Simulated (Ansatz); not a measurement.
# CH3IO2Sn: one species, many methods

One table from this session's results is given with a row withheld; the runs are named, their logs left out.

Computed with Ansatz 0.2.0, Gaussian basis. Level: functionals in def2-TZVPP, the program's frozen cores in correlated methods.

Levels to be run: LDA (SPW92), PBE-D4, revPBE-D4, BLYP-D4, r2SCAN-D4, B97M-V, PBE0-D4, B3LYP-D4, r2SCANh-D4, r2SCAN0-D4, HSE06-D4, BHLYP-D4, CAM-B3LYP-D4, LC-ωPBE, ωB97X-V, ωB97M-V, B2PLYP, PBE-QIDH; CCSD(T)/def2-SVP; CCSD(T)/def2-TZVPP; MP2/def2-QZVPP; extrapolation to the limit; RPA on PBE.

### Structure used throughout

All runs share one geometry, relaxed beforehand with PBE0-D4 in a triple-zeta def2 set. Sn, I take the def2 core potential; no spin-orbit term is included.

8 atoms, charge 0, spin multiplicity 1.

Atoms are counted from 1 here; the program's logs count them from 0.

Bond lengths: O1–C2 1.194 Å, C2–Sn3 2.216 Å, C2–H6 1.112 Å, Sn3–O4 1.952 Å, Sn3–I5 2.687 Å, Sn3–H7 1.701 Å, O4–H8 0.962 Å. Angles: O1–C2–Sn3 118.3°, O1–C2–H6 121.4°, Sn3–C2–H6 120.2°, C2–Sn3–O4 103.8°, C2–Sn3–I5 104.8°, C2–Sn3–H7 122.6°, O4–Sn3–I5 110.4°, O4–Sn3–H7 105.8°, I5–Sn3–H7 109.1°, Sn3–O4–H8 111.9°.

Geometry (Å):

```mol
CH3IO2Sn
  3D, bonds by distance, orders not assigned

  8  7  0  0  0  0  0  0  0  0999 V2000
   -1.5360   -1.4037   -0.6176 O   0  0
   -1.4734   -0.3257   -0.1082 C   0  0
    0.5222    0.4524    0.4616 Sn  0  0
    1.7411   -0.9957   -0.0168 O   0  0
    0.9141    2.5755   -1.1385 I   0  0
   -2.3801    0.3040    0.0279 H   0  0
    0.9163    0.8795    2.0604 H   0  0
    1.3880   -1.5432   -0.7246 H   0  0
  1  2  8  0
  2  3  8  0
  3  4  8  0
  3  5  8  0
  2  6  8  0
  3  7  8  0
  4  8  8  0
M  END
```

The first run:

in.yaml

```yaml
crystal:
  periodic: [false, false, false]
  atoms:
    - {symbol: O, position_ang: [-1.536036, -1.403733, -0.617565]}
    - {symbol: C, position_ang: [-1.473390, -0.325735, -0.108187]}
    - {symbol: Sn, position_ang: [0.522185, 0.452360, 0.461590]}
    - {symbol: O, position_ang: [1.741057, -0.995749, -0.016811]}
    - {symbol: I, position_ang: [0.914139, 2.575492, -1.138516]}
    - {symbol: H, position_ang: [-2.380053, 0.304048, 0.027940]}
    - {symbol: H, position_ang: [0.916341, 0.879471, 2.060442]}
    - {symbol: H, position_ang: [1.387955, -1.543157, -0.724596]}
basis:
  gaussian: {orbitals: def2-TZVPP}
hamiltonian: {xc: lda}
output: {orbitals: {seedname: orbitals}}
```

Steps of the session up to this table: LDA; PBE-D4 (GGA); revPBE-D4 (GGA); BLYP-D4 (GGA); r2SCAN-D4 (meta-GGA); B97M-V (meta-GGA); PBE0-D4 (hybrid); B3LYP-D4 (hybrid); r2SCANh-D4 (hybrid); r2SCAN0-D4 (hybrid); HSE06-D4 (hybrid); BHLYP-D4 (hybrid); CAM-B3LYP-D4 (range-separated); LC-ωPBE (range-separated); ωB97X-V (range-separated); ωB97M-V (range-separated); B2PLYP (double hybrid); PBE-QIDH (double hybrid).

One of the session's tables, all rows but one given; the rest of the session is left out.

It belongs to the step «Orbital energies across the functionals». 

```
  functional  HOMO (eV)  LUMO (eV)  gap (eV)
 LDA (SPW92)      -6.22      -3.64      2.58
      PBE-D4      -6.05      -3.35      2.70
   revPBE-D4      -5.99      -3.24      2.75
     BLYP-D4      -5.95      -3.21      2.74
   r2SCAN-D4      -6.31      -3.17      3.14
      B97M-V      -6.34      -3.01      3.34
     PBE0-D4      -7.29      -2.26      5.02
    B3LYP-D4      -7.09      -2.51      4.58
  r2SCANh-D4      -6.77      -2.77      4.01
  r2SCAN0-D4      -7.47      -2.18      5.29
    HSE06-D4      -6.90      -2.65      4.25
    BHLYP-D4      -8.44      -1.16      7.28
CAM-B3LYP-D4          ?          ?         ?
     LC-ωPBE      -9.79       0.07      9.86
     ωB97X-V      -9.49      -0.03      9.47
     ωB97M-V      -9.39      -0.15      9.24
```

**Question.** Estimate the row for CAM-B3LYP-D4.

The run gave: HOMO (eV): -8.57; LUMO (eV): -1.12; gap (eV): 7.44. In the column «HOMO (eV)» it lies between ωB97M-V (-9.39) and BHLYP-D4 (-8.44).
